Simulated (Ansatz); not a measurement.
# Cu (fcc type): a single-point run

Aim: a sound single-point run of Cu (fcc type). The structure is shown as the input types it.

Program: Ansatz 0.2.0. Level of theory: DFT, PBE, all-electron LAPW, scalar-relativistic. These are calculated values, not measurements.

## 1. The starting structure

The structure is cubic, space group Fm-3m (No. 225). The conventional cell has a = 3.630 Å, b = 3.630 Å, c = 3.630 Å, α = 90.00°, β = 90.00°, γ = 90.00°. Cu (site symmetry m-3m) has 12 Cu at 2.57 Å as nearest neighbours.

The input asks for a charge of -4 e on the cell.

Structure file:

```
CELL_PARAMETERS angstrom
0.00000 1.81480 -1.81480
-1.81480 0.00000 1.81480
3.62960 3.62960 3.62960
ATOMIC_POSITIONS crystal
Cu 0.00000 0.00000 0.00000
Cu 0.33333 0.66667 0.33333
Cu 0.66667 0.33333 0.66667
```

## 2. Running it

Input file input.yaml:

```yaml
crystal:
  lattice:
    - [0.0, 1.8147994276, -1.8147994276]
    - [-1.8147994276, 0.0, 1.8147994276]
    - [3.6295988553, 3.6295988553, 3.6295988553]
  atoms:
    - { symbol: Cu, position: [0.0, 0.0, 0.0] }
    - { symbol: Cu, position: [0.333333333, 0.666666667, 0.333333333] }
    - { symbol: Cu, position: [0.666666667, 0.333333333, 0.666666667] }
kpoints:
  mp_grid: { grid: [15, 15, 5] }
scf:
  occupations: { method: fermi_dirac, width: 0.1 }
  max_iter: 75
hamiltonian:
  xc: pbe
  pseudopotentials: { kind: all_electron, lapw: { basis_error: 0.001 } }
output:
  forces: true
  stress: true
  eigenvalues: true
total_charge: -4
```

On the command line:

```bash
$ ansatz run input.yaml --threads 2 --pin off --max-ram 4096MiB --backend cpu --events-out ev --progress --plain --runs-dir out
```

Q: Will this input give a usable result? If not, why, and what should change?

This run ends as converged. It gives a pressure of 23 GPa, which is large; a structure far from rest gives such values too, whatever the setting.

The suspect setting: total_charge is -4. The net charge is not the one intended, so the run treats another number of electrons.

The test: delete total_charge (the default then holds).
